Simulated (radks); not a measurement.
# Taking charge from the 4s level of Ge in fractions

An exercise on one series of results from a longer session: the logs are not shown, and one member is left open.

Program: radks (a radial shooting solver on a logarithmic mesh, Libxc functionals) version 1. Level of theory: scalar-relativistic Kohn-Sham, PBE, spin-polarised, spherical densities, finite nucleus; open shells are filled with parallel spins first. These are calculated values, not measurements, unless marked.

### What is computed

| Quantity | Value |
| --- | --- |
| element | germanium (Z = 32) |
| charge | 0 |
| electrons | 32 |
| configuration | [Ar] 3d10 4s(up 1, down 1) 4p2 |
| nuclear rms radius | 4.0742 fm |

A shell typed twice in an input gives spin up, then spin down.

Set-up of the first run:

Settings of this run:

```text
Z 32
configuration [Ar] 3d10 4s1 4s1 4p2
relativity scalar-relativistic
functional pbe,pbe
spin polarised
nucleus finite rms 4.0742 fm
c 137.035999084
```

Steps of the session up to this table: Start: [Ar] 3d10 4s(up 1, down 1) 4p2.

One table of the session follows, with a row left open; its other results are not shown here.

It belongs to the step «Start: [Ar] 3d10 4s(up 1, down 1) 4p2». From the orbitals of this run (lengths in bohr):

```
  level     <r>  outermost maximum (interpolated)  90 % within  nodes
  3p up  0.6472                             0.543        0.995      1
3p down  0.6469                             0.543        0.994      1
  3d up  0.7389                             0.504         1.26      0
3d down  0.7342                             0.504         1.24      0
  4s up       ?                                 ?            ?      ?
4s down   2.108                              1.73         3.20      3
  4p up   2.851                              2.22         4.47      2
4p down   2.939                              2.20         4.68      2
```

**Question.** Estimate the row for 4s up.

The run gave: <r>: 2.123; outermost maximum (interpolated): 1.76; 90 % within: 3.21; nodes: 3. In the column «<r>» it lies between 4s down (2.108) and 4p up (2.851).
